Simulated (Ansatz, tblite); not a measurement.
# Mo(NH)2(OH)2 (H₄MoN₂O₂): rung by rung

An exercise on one series of results from a longer session: the logs are not shown, and one member is left open.

Program: Ansatz 0.2.0, Gaussian basis. Level of theory: as each input shows. These are calculated values, not measurements.

The runs, in order: GFN1-xTB, GFN2-xTB, PBE-D4/def2-TZVP, r2SCAN-D4/def2-TZVP, B97M-V/def2-TZVP, BLYP-D4/def2-TZVP, r2SCAN0-D4/def2-TZVP, PBE-QIDH/def2-TZVP, LC-ωPBE/def2-TZVP, ωB97M-V/def2-TZVP, LDA/def2-TZVP, PBE-D4/def2-SVP, PBE0-D4/def2-SVP, PBE0-D4/def2-TZVPD, PBE-D4/def2-TZVPD, r2SCAN-D4/def2-TZVPD, CCSD(T)/def2-TZVP, RPA/def2-TZVP.

**The geometry**

The geometry is that of the singlet, from an earlier relaxation (B3LYP-D4/def2-SVP).

9 atoms, charge 0, spin multiplicity 1.

Bond lengths: Mo1–N2 1.735 Å, Mo1–N4 1.735 Å, Mo1–O6 1.900 Å, Mo1–O8 1.900 Å, N2–H3 1.018 Å, N4–H5 1.018 Å, O6–H7 0.967 Å, O8–H9 0.967 Å. Angles: N2–Mo1–N4 111.6°, N2–Mo1–O6 109.3°, N2–Mo1–O8 107.3°, N4–Mo1–O6 107.3°, N4–Mo1–O8 109.3°, O6–Mo1–O8 112.1°, Mo1–N2–H3 156.2°, Mo1–N4–H5 156.3°, Mo1–O6–H7 119.9°, Mo1–O8–H9 119.9°.

As a file:

```xyz
9
H4MoN2O2
Mo   -0.09631   -0.02136   -0.05869
N    -0.04794    0.31501    1.64259
H     0.38719    0.52309    2.53956
N     1.48996    0.00576   -0.76064
H     2.50196    0.11920   -0.77329
O    -1.12421    1.31588   -0.93437
H    -1.75832    1.84373   -0.43073
O    -0.84676   -1.75443   -0.27054
H    -0.50557   -2.34688   -0.95389
```

Formally the metal is d0. Mo takes a core potential in the def2 sets. No spin-orbit coupling is included.

PBE0-D4/def2-TZVP was run before; its log isn't repeated, and its numbers join the tables.

Set-up of the first run:

Tight binding, by tblite at 300 K electronic temperature and without a spin-polarisation term:

```python
tblite.interface.Calculator('GFN1-xTB', numbers, positions, charge=0, uhf=0).singlepoint()
```

Tight binding, by tblite at 300 K electronic temperature and without a spin-polarisation term:

```python
tblite.interface.Calculator('GFN2-xTB', numbers, positions, charge=0, uhf=0).singlepoint()
```

start.molden holds the orbitals of an earlier run on this state, given as this run's starting guess.

Input file in.yaml:

```yaml
crystal:
  periodic: [false, false, false]
  atoms:
    - {symbol: Mo, position_ang: [-0.096306, -0.021365, -0.058689]}
    - {symbol: N, position_ang: [-0.047939, 0.315014, 1.642587]}
    - {symbol: H, position_ang: [0.387190, 0.523092, 2.539557]}
    - {symbol: N, position_ang: [1.489958, 0.005761, -0.760637]}
    - {symbol: H, position_ang: [2.501963, 0.119204, -0.773286]}
    - {symbol: O, position_ang: [-1.124214, 1.315884, -0.934371]}
    - {symbol: H, position_ang: [-1.758325, 1.843726, -0.430732]}
    - {symbol: O, position_ang: [-0.846759, -1.754431, -0.270538]}
    - {symbol: H, position_ang: [-0.505570, -2.346884, -0.953892]}
basis:
  gaussian: {orbitals: def2-TZVP, initial_orbitals: start.molden}
hamiltonian: {xc: pbe, dispersion: d4}
scf: {omitted_lower_state_checks: [starts]}
output: {orbitals: {seedname: orbitals}}
```

Started as:

```console
$ ansatz run in.yaml --threads 4 --pin off --events-out ev --progress --plain --max-ram 3916MiB
```

Steps of the session up to this table: PBE-D4/def2-TZVP; r2SCAN-D4/def2-TZVP; B97M-V/def2-TZVP; BLYP-D4/def2-TZVP; r2SCAN0-D4/def2-TZVP; PBE-QIDH/def2-TZVP; LC-ωPBE/def2-TZVP; ωB97M-V/def2-TZVP; LDA/def2-TZVP; PBE-D4/def2-SVP; PBE0-D4/def2-SVP; PBE0-D4/def2-TZVPD; PBE-D4/def2-TZVPD; r2SCAN-D4/def2-TZVPD; CCSD(T)/def2-TZVP; RPA/def2-TZVP.

One of the session's tables, all rows but one given; the rest of the session is left out.

It belongs to the step «Binding energy». 

| level | binding an atom (eV) |
| --- | --- |
| HF/def2-TZVP | 1.840 |
| LDA/def2-TZVP | 4.747 |
| PBE-D4/def2-SVP | 4.156 |
| PBE-D4/def2-TZVP | 4.122 |
| PBE-D4/def2-TZVPD | 4.129 |
| BLYP-D4/def2-TZVP | ? |
| r2SCAN-D4/def2-TZVP | 3.873 |
| r2SCAN-D4/def2-TZVPD | 3.880 |
| B97M-V/def2-TZVP | 3.843 |
| PBE0-D4/def2-SVP | 3.820 |
| PBE0-D4/def2-TZVP | 3.800 |
| PBE0-D4/def2-TZVPD | 3.808 |
| r2SCAN0-D4/def2-TZVP | 3.612 |
| LC-ωPBE/def2-TZVP | 3.765 |
| ωB97M-V/def2-TZVP | 3.832 |
| MP2/def2-TZVP | 3.970 |
| CCSD/def2-TZVP | 3.534 |
| CCSD(T)/def2-TZVP | 3.730 |

Q: Estimate the row for BLYP-D4/def2-TZVP from the others.

The run gave: binding an atom (eV): 4.110. In the column «binding an atom (eV)» it lies between MP2/def2-TZVP (3.970) and PBE-D4/def2-TZVP (4.122).

To keep in mind: Free atoms were run apart at each level; binding is atoms less cluster, divided by the number of atoms, without zero-point or spin-orbit terms.
